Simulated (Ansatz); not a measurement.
# BFHTe radical (SMILES FB[Te]): functionals against CCSD(T) at one geometry

An exercise on one series of results from a longer session: the logs are not shown, and one member is left open.

Computed with Ansatz 0.2.0, Gaussian basis. Level: single points in def2-TZVPP.

Cores are frozen in the correlated methods. Filled d shells of the heavier atoms are correlated. Core potentials replace the inner electrons past krypton, and spin-orbit coupling is left out. Orbitals are unrestricted. B3LYP uses VWN-RPA correlation.

**Starting geometry**

SMILES `FB[Te]`, 4 atoms, charge 0, spin multiplicity 2.

Atoms are counted from 1 here; the program's logs count them from 0.

Bond lengths: F1–B2 1.574 Å, B2–Te3 2.425 Å, B2–H4 1.112 Å. Angles: F1–B2–Te3 113.2°, F1–B2–H4 130.0°, Te3–B2–H4 115.9°.

As a file:

```xyz
4
BFHTe
F    -0.17910    1.00690   -1.22700
B    -0.39080   -0.03300   -0.06520
Te    1.67590   -1.04830    0.69670
H    -1.29120   -0.24010    0.55310
```

The first run:

run/in.yaml reads:

```yaml
crystal:
  periodic: [false, false, false]
  atoms:
    - {symbol: F, position_ang: [-0.179100, 1.006900, -1.227000]}
    - {symbol: B, position_ang: [-0.390800, -0.033000, -0.065200]}
    - {symbol: Te, position_ang: [1.675900, -1.048300, 0.696700]}
    - {symbol: H, position_ang: [-1.291200, -0.240100, 0.553100]}
basis:
  gaussian: {orbitals: def2-TZVPP}
magnetization: {spin_polarized: true, initial_magnetization: 1}
correlation: {method: ccsd_t}
scf: {omitted_lower_state_checks: [cluster_reference]}
output: {forces: true}
```

The command line of these runs was not kept.

Among the steps run: CCSD(T)/def2-TZVPP; PBE0-D4/def2-TZVPP; wB97M-V/def2-TZVPP; r2SCAN-D4/def2-TZVPP; PBE-D4/def2-TZVPP; BLYP-D4/def2-TZVPP; B3LYP-D4/def2-TZVPP.

One table of the session follows, with a row left open; its other results are not shown here.

```
   method  RMS force component (eV/Å)  angle to CCSD(T) forces (°)  dipole (D)
  CCSD(T)                       2.831                    reference        1.79
  PBE0-D4                       2.884                          0.6        1.79
  wB97M-V                       2.819                          1.3        1.75
r2SCAN-D4                       2.800                          0.6        1.71
   PBE-D4                       2.697                          2.6        1.67
  BLYP-D4                           ?                            ?           ?
 B3LYP-D4                       2.729                          0.9        1.81
```

Q: Estimate the row for BLYP-D4 from the others.

**Answer.** RMS force component (eV/Å): 2.550; angle to CCSD(T) forces (°): 2.0; dipole (D): 1.70. In the column «RMS force component (eV/Å)» it is the lowest.
